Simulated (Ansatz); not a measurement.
Crystal: TaWC2.

```
CELL_PARAMETERS angstrom
1.57186 0.90751 5.10162
-1.57186 0.90751 5.10162
0.00000 -1.81502 5.10162
ATOMIC_POSITIONS crystal
W 0.00000 0.00000 0.00000
Ta 0.50000 0.50000 0.50000
C 0.25093 0.25093 0.25093
C 0.74907 0.74907 0.74907
```

The cell comes from a database or a generator and needn't be the stable form of this composition.

Base run:

- Program: Ansatz 0.2.0
- Functional: LDA
- Potentials or basis: Ansatz PAW
- Cutoff: 420 eV
- Density cutoff: 1680 eV
- k mesh: 7 × 7 × 7
- Occupations: fermi-dirac, width 0.05 eV
- Spin: no spin polarisation

Its results: band gap on the k mesh none (metal or under the smearing width); pressure -16.6 GPa; largest force 0.056 eV/Å.

Problem. The run is repeated on the same cell with these changes: functional from LDA to PBE. What comes out?

Solution. Band gap on the k mesh none (metal or under the smearing width); pressure -2.5 GPa; largest force 0.031 eV/Å.

PBE binds less tightly than LDA, so the same cell stands under more pressure.

Caveats: the PAW data sets come from PBE, with cores solved anew for the run's functional, which leaves a small shift of forces and pressure (some runs).

Not every run made on this cell is shown here.
